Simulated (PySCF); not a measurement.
# C₈H₅F₃NP: magnetic properties

What do calculations give for the magnetic properties of C₈H₅F₃NP (`C#CP(c1cccnc1)C(F)(F)F`)?

Computed with PySCF 2.14.0 and routines of our own; the level stands in each step. Atoms count from 0.

## (1) The starting structure

18 atoms, charge 0, multiplicity 1; geometry from: GFN2-xTB.

## (2) Magnetic properties: GIAO B97-2/pcSseg-1

The job: settings as JSON, then the geometry in Å.

```
{"job": {"kind": "mag", "xc": "B97-2", "basis": "pcSseg-1", "isotopologues": 0}, "charge": 0, "multiplicity": 1}
C     -2.387464     2.648942    -0.096871
C     -1.895911     1.648672     0.355767
P     -1.316189     0.223343     1.210900
C      0.353809     0.037395     0.477206
C      1.077303    -1.119033     0.761562
C      2.341768    -1.263844     0.217803
C      2.840108    -0.233188    -0.566140
N      2.166446     0.875780    -0.818230
C      0.957011     1.011833    -0.315093
C     -2.137452    -0.987781    -0.001940
F     -1.815411    -0.770942    -1.284910
F     -3.471588    -0.926459     0.084197
F     -1.783410    -2.253276     0.275324
H     -2.785583     3.513278    -0.543935
H      0.653244    -1.891574     1.389140
H      2.927452    -2.150333     0.404417
H      3.824374    -0.291279    -1.011166
H      0.442734     1.934784    -0.549688
```

Method: GIAO B97-2/pcSseg-1 magnetisability, rotational g tensor and spin-rotation constants, non-relativistic, gas phase.

The run is started by

```bash
OMP_NUM_THREADS=1 python excited_run.py task.json out
```

The driver reads the jobs from task.json and runs them one after another.

The program printed:

```text
coarse grid: 17736 points
cycle   1  E = -1002.8745190887  dE =  2.389e+00  |g| = 9.946e-01  |ddm| = 4.432e+00
cycle   2  E = -1002.6222986343  dE =  2.522e-01  |g| = 1.592e+00  |ddm| = 1.918e+00
cycle   3  E = -1003.0493370828  dE = -4.270e-01  |g| = 1.598e-01  |ddm| = 1.276e+00
cycle   4  E = -1003.0514400255  dE = -2.103e-03  |g| = 1.351e-01  |ddm| = 2.598e-01
cycle   5  E = -1003.0560303979  dE = -4.590e-03  |g| = 2.518e-02  |ddm| = 1.265e-01
cycle   6  E = -1003.0561551881  dE = -1.248e-04  |g| = 1.055e-02  |ddm| = 3.066e-02
cycle   7  E = -1003.0561824421  dE = -2.725e-05  |g| = 3.185e-03  |ddm| = 1.288e-02
cycle   8  E = -1003.0561848918  dE = -2.450e-06  |g| = 6.578e-04  |ddm| = 3.786e-03
final grid: 174256 points
cycle   9  E = -1003.1308682286  dE = -1.000e-04  |g| = 1.138e-02  |ddm| = 5.999e-02
cycle  10  E = -1003.1308510328  dE =  1.720e-05  |g| = 1.535e-02  |ddm| = 1.441e-02
cycle  11  E = -1003.1308841101  dE = -3.308e-05  |g| = 2.032e-03  |ddm| = 9.994e-03
cycle  12  E = -1003.1308849369  dE = -8.268e-07  |g| = 8.982e-04  |ddm| = 2.679e-03
cycle  13  E = -1003.1308851289  dE = -1.921e-07  |g| = 2.190e-04  |ddm| = 7.746e-04
cycle  14  E = -1003.1308851394  dE = -1.041e-08  |g| = 6.752e-05  |ddm| = 2.560e-04
cycle  15  E = -1003.1308851403  dE = -9.113e-10  |g| = 3.165e-05  |ddm| = 9.834e-05
cycle  16  E = -1003.1308851405  dE = -2.585e-10  |g| = 4.270e-06  |ddm| = 3.658e-05
converged SCF energy = -1003.1308851405

Magnetisability tensor (1e-30 J/T^2)
    -1543.87     -180.59     -333.30
     -180.59    -1623.52     -340.07
     -333.30     -340.07    -2060.83
isotropic -1742.74   principal values   -2412.00  -1437.90  -1378.32
isotropic susceptibility -104.950 1e-6 cm^3/mol

Inertial axes            a          b          c
rot. const./GHz      1.1627     0.5697     0.4533
chi total           -90.877    -95.558   -128.415
chi diamagnetic   -1102.118  -2082.108  -2600.533
chi paramagnetic   1011.240   1986.550   2472.118
quadrupole/D A       -1.789      8.918     -7.129
g nuclear            0.5274     0.5191     0.5254
g electronic        -0.5524    -0.5317    -0.5265
g total             -0.0249    -0.0126    -0.0011

Spin-rotation constants (kHz, H = +C I.J)
atom  isotope        aa         bb         cc
  2    31P        1.732      0.846      0.643
  7    14N        0.311      0.124      0.027
 10    19F        1.769      0.867      0.450
 11    19F        1.149      0.862      0.661
 12    19F        1.705      0.532      0.654
 13     1H       -0.112     -0.005     -0.042
 14     1H       -0.070      0.011     -0.021
 15     1H       -0.059      0.030     -0.045
 16     1H        0.118     -0.057     -0.029
 17     1H       -0.056      0.043     -0.037
  0    13C*       0.382      0.098      0.149
  1    13C*       0.356      0.052      0.134
  3    13C*       0.509      0.176      0.083
  4    13C*       0.433      0.231      0.099
  5    13C*       0.388      0.231      0.079
  6    13C*       0.554      0.199      0.099
  8    13C*       0.467      0.248      0.098
  9    13C*       0.378      0.182      0.144
* in the singly substituted isotopologue
```

Wall time 82 s (1 thread of Arm Neoverse V2, shared host); peak memory 1.1 GiB.

Key values:

| quantity | value |
| --- | --- |
| magnetisability | -1743·10⁻³⁰ J/T² |
| molar susceptibility | -105.0·10⁻⁶ cm³/mol |
| rotational g (a, b, c) | -0.0249, -0.0126, -0.0011 |

Orbitals, density, ELF and potential are computed afterwards from the orbital file.

Frontier orbitals at B97-2/pcSseg-1, with the share of their density that lies nearest to each atom:

| orbital | energy (eV) | lies on |
| --- | --- | --- |
| HOMO | -7.18 | N7 34 %; P2 21 %; C0, C3 about 8 % each |
| LUMO | -1.46 | C3, C4, C6 about 15 % each; P2 13 %; N7 12 % |

ELF in a plane through or near 7 of the atoms.

Values, 10 rows by 14 columns:
```
0.00 0.00 0.00 0.00 0.00 0.00 0.00 0.00 0.00 0.00 0.00 0.00 0.00 0.00
0.00 0.00 0.00 0.00 0.00 0.00 0.00 0.00 0.00 0.00 0.00 0.00 0.00 0.00
0.00 0.00 0.00 0.00 0.15 0.52 0.01 0.55 0.00 0.09 0.35 0.93 0.07 0.00
0.00 0.00 0.10 0.24 0.35 0.68 0.54 0.99 0.07 0.71 0.30 0.97 0.26 0.00
0.00 0.00 0.04 0.41 0.69 0.09 0.85 0.54 0.30 0.17 0.88 0.54 0.06 0.00
0.00 0.00 0.08 0.69 0.32 0.64 0.58 0.78 0.40 0.65 0.41 0.18 0.00 0.00
0.00 0.00 0.79 1.00 0.44 0.62 0.44 0.04 0.90 0.55 0.45 0.04 0.00 0.00
0.00 0.00 0.00 0.03 0.00 0.51 0.01 0.67 0.56 0.09 0.73 0.07 0.00 0.00
0.00 0.00 0.00 0.00 0.00 0.00 0.00 0.24 0.48 0.01 0.05 0.00 0.00 0.00
0.00 0.00 0.00 0.00 0.00 0.00 0.00 0.00 0.00 0.00 0.00 0.00 0.00 0.00
```
The map spans 12.9 Å across and 10.7 Å up, centred on the molecule. Atoms in the plane (x, y in Å): C0 (3.2, 1.6), C1 (2.4, 0.7), C3 (-0.3, 0.0), C5 (-2.6, -0.4), C8 (-0.5, 1.3), H13 (3.9, 2.3), H15 (-3.5, -1.0).

On the surface of density 0.002 e/bohr³ the electrostatic potential runs, from the 1st to the 99th percentile, from -1.46 V near N7 to 1.62 V near H13.

## (3) Magnetic properties: GIAO revPBE/3-21G

The job, as its differences from that of step 2:

```diff
@@ -1,2 +1,2 @@
-{"job": {"kind": "mag", "xc": "B97-2", "basis": "pcSseg-1", "isotopologues": 0}, "charge": 0, "multiplicity": 1}
+{"job": {"kind": "mag", "xc": "revPBE", "basis": "3-21G", "grid": 0, "scf": {"aux": "sto-3g", "max_cycle": 52}}, "charge": 0, "multiplicity": 1}
 C     -2.387464     2.648942    -0.096871
```

Method: GIAO revPBE/3-21G magnetisability, rotational g tensor and spin-rotation constants, non-relativistic, gas phase.

The program printed:

```text
final grid: 17736 points
cycle   1  E = -1008.1123603203  dE =  1.397e+00  |g| = 7.464e-01  |ddm| = 5.700e+00
cycle   2  E = -1007.9413294861  dE =  1.710e-01  |g| = 1.233e+00  |ddm| = 2.212e+00
cycle   3  E = -1008.2374532680  dE = -2.961e-01  |g| = 1.792e-01  |ddm| = 1.304e+00
cycle   4  E = -1008.2402488702  dE = -2.796e-03  |g| = 1.500e-01  |ddm| = 3.502e-01
cycle   5  E = -1008.2464366487  dE = -6.188e-03  |g| = 2.292e-02  |ddm| = 1.829e-01
cycle   6  E = -1008.2465453234  dE = -1.087e-04  |g| = 1.201e-02  |ddm| = 4.415e-02
cycle   7  E = -1008.2465873101  dE = -4.199e-05  |g| = 2.956e-03  |ddm| = 2.185e-02
cycle   8  E = -1008.2465895823  dE = -2.272e-06  |g| = 7.926e-04  |ddm| = 4.627e-03
cycle   9  E = -1008.2465897108  dE = -1.285e-07  |g| = 2.086e-04  |ddm| = 1.183e-03
cycle  10  E = -1008.2465897221  dE = -1.130e-08  |g| = 8.224e-05  |ddm| = 4.653e-04
cycle  11  E = -1008.2465897231  dE = -1.001e-09  |g| = 5.536e-05  |ddm| = 1.494e-04
cycle  12  E = -1008.2465897239  dE = -7.681e-10  |g| = 9.642e-06  |ddm| = 8.000e-05
converged SCF energy = -1008.2465897239

Magnetisability tensor (1e-30 J/T^2)
    -1745.87     -173.73     -293.58
     -173.73    -1810.18     -310.64
     -293.58     -310.64    -2197.00
isotropic -1917.68   principal values   -2519.80  -1639.31  -1593.94
isotropic susceptibility -115.486 1e-6 cm^3/mol

Inertial axes            a          b          c
rot. const./GHz      1.1627     0.5697     0.4533
chi total          -103.325   -106.963   -136.168
chi diamagnetic   -1103.084  -2081.547  -2601.657
chi paramagnetic    999.759   1974.584   2465.488
quadrupole/D A       -1.014      7.101     -6.087
g nuclear            0.5274     0.5191     0.5254
g electronic        -0.5461    -0.5285    -0.5251
g total             -0.0187    -0.0095     0.0004

Spin-rotation constants (kHz, H = +C I.J)
atom  isotope        aa         bb         cc
  2    31P        1.273      0.645      0.474
  7    14N        0.184      0.074      0.017
 10    19F        1.465      0.697      0.414
 11    19F        1.068      0.661      0.518
 12    19F        1.354      0.480      0.509
 13     1H       -0.131     -0.011     -0.049
 14     1H       -0.087     -0.007     -0.035
 15     1H       -0.080      0.009     -0.057
 16     1H        0.077     -0.063     -0.041
 17     1H       -0.077      0.026     -0.046
  0    13C*       0.237      0.059      0.091
  1    13C*       0.191      0.031      0.071
  3    13C*       0.294      0.107      0.046
  4    13C*       0.268      0.143      0.066
  5    13C*       0.240      0.137      0.051
  6    13C*       0.349      0.118      0.064
  8    13C*       0.278      0.159      0.062
  9    13C*       0.269      0.132      0.106
* in the singly substituted isotopologue
```

Run time: 3.9 s. Hardware: 1 thread of Arm Neoverse V2, shared host; peak memory 0.4 GiB.

It converged, yet the result is unsound: the fitting basis sto-3g is not made for Coulomb and exchange fitting here; grid level 0 is too coarse.

## (4) Summary of results

```
                                            quantity                               value
       magnetisability (step 2, GIAO B97-2/pcSseg-1)                    -1743·10⁻³⁰ J/T²
  molar susceptibility (step 2, GIAO B97-2/pcSseg-1)                 -105.0·10⁻⁶ cm³/mol
rotational g (a, b, c) (step 2, GIAO B97-2/pcSseg-1)           -0.0249, -0.0126, -0.0011
               surface potential, 1st and 99th percentile                  -1.46 V and 1.62 V
                                                runs  0 failed, 1 ended on unsound input
```

What this shows: At B97-2/pcSseg-1, counted by nearest atom on the grid, the HOMO lies on N7 34 %; P2 21 %, the LUMO on C3, C4, C6 about 15 % each; P2 13 %. Vibrational averaging and real surroundings are missing from these values.
